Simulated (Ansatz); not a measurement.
# F3H4NSi2: basis-set convergence

How large a basis does F3H4NSi2 need? Two functionals are run in growing sets.

Computed with Ansatz 0.2.0, Gaussian basis. Level: one geometry, several basis sets.

Plan: PBE0-D4/def2-SVP; ωB97M-V/def2-SVP; PBE0-D4/def2-QZVPP; ωB97M-V/def2-QZVPP; the functionals' def2-TZVPP values are taken from earlier runs.

## 1. Structure used throughout

All runs share one geometry, relaxed beforehand with PBE0-D4 in a triple-zeta def2 set.

SMILES `F[SiH2]N[SiH](F)F`, 10 atoms, charge 0, spin multiplicity 1.

Atoms are counted from 1 here; the program's logs count them from 0.

Bond lengths: F1–Si2 1.597 Å, Si2–N3 1.716 Å, Si2–H7 1.477 Å, Si2–H8 1.478 Å, N3–Si4 1.699 Å, N3–H9 1.013 Å, Si4–F5 1.585 Å, Si4–F6 1.586 Å, Si4–H10 1.468 Å. Angles: F1–Si2–N3 111.7°, F1–Si2–H7 107.4°, F1–Si2–H8 106.4°, N3–Si2–H7 108.1°, N3–Si2–H8 109.4°, H7–Si2–H8 113.9°, Si2–N3–Si4 128.3°, Si2–N3–H9 115.6°, Si4–N3–H9 116.0°, N3–Si4–F5 110.8°, N3–Si4–F6 110.9°, N3–Si4–H10 110.4°, F5–Si4–F6 104.7°, F5–Si4–H10 110.2°, F6–Si4–H10 109.7°.

As a file:

```tsv
atom	x (Å)	y (Å)	z (Å)
F1	-0.6945	-2.4558	0.5733
Si2	-1.0448	-1.1305	-0.2461
N3	0.3429	-0.1521	-0.4931
Si4	0.8665	1.1836	0.4177
F5	2.3464	0.9636	0.9408
F6	0.9471	2.4856	-0.4838
H7	-2.0143	-0.3577	0.5572
H8	-1.5707	-1.5758	-1.5533
H9	0.9455	-0.4323	-1.2574
H10	-0.0409	1.4203	1.5474
```

## 2. PBE0-D4 in def2-SVP

Contents of in.yaml:

```yaml
crystal:
  periodic: [false, false, false]
  atoms:
    - {symbol: F, position_ang: [-0.694499, -2.455827, 0.573327]}
    - {symbol: Si, position_ang: [-1.044808, -1.130451, -0.246131]}
    - {symbol: N, position_ang: [0.342940, -0.152121, -0.493062]}
    - {symbol: Si, position_ang: [0.866471, 1.183649, 0.417683]}
    - {symbol: F, position_ang: [2.346410, 0.963556, 0.940827]}
    - {symbol: F, position_ang: [0.947083, 2.485574, -0.483767]}
    - {symbol: H, position_ang: [-2.014327, -0.357690, 0.557236]}
    - {symbol: H, position_ang: [-1.570718, -1.575836, -1.553281]}
    - {symbol: H, position_ang: [0.945489, -0.432312, -1.257360]}
    - {symbol: H, position_ang: [-0.040939, 1.420259, 1.547427]}
basis:
  gaussian: {orbitals: def2-SVP}
hamiltonian: {xc: pbe0, dispersion: d4}
output: {orbitals: {seedname: orbitals}}
```

Command:

```sh
> ansatz run in.yaml --threads 4 --pin off --events-out ev --progress --plain --max-ram 10444MiB
```

The runs that follow: ωB97M-V in def2-SVP; PBE0-D4 in def2-QZVPP; ωB97M-V in def2-QZVPP.

**Question.** What will the summary of the whole plan be? Wanted: PBE0-D4: double and triple zeta above quadruple; ωB97M-V: double and triple zeta above quadruple.

The runs gave:

| quantity | value |
| --- | --- |
| PBE0-D4: double and triple zeta above quadruple | 19.44, 1.13 eV |
| ωB97M-V: double and triple zeta above quadruple | 19.60, 1.04 eV |

**Reading.** For PBE0-D4 the step from double to triple zeta gains 18.32 eV and the next only 1.13 eV. These are total energies; as a rule much of such shifts cancels in differences, which this series doesn't test. The LUMO of ωB97M-V is positive and keeps falling with the basis (2.74 to 1.33 eV): an unbound level that the basis holds in place.
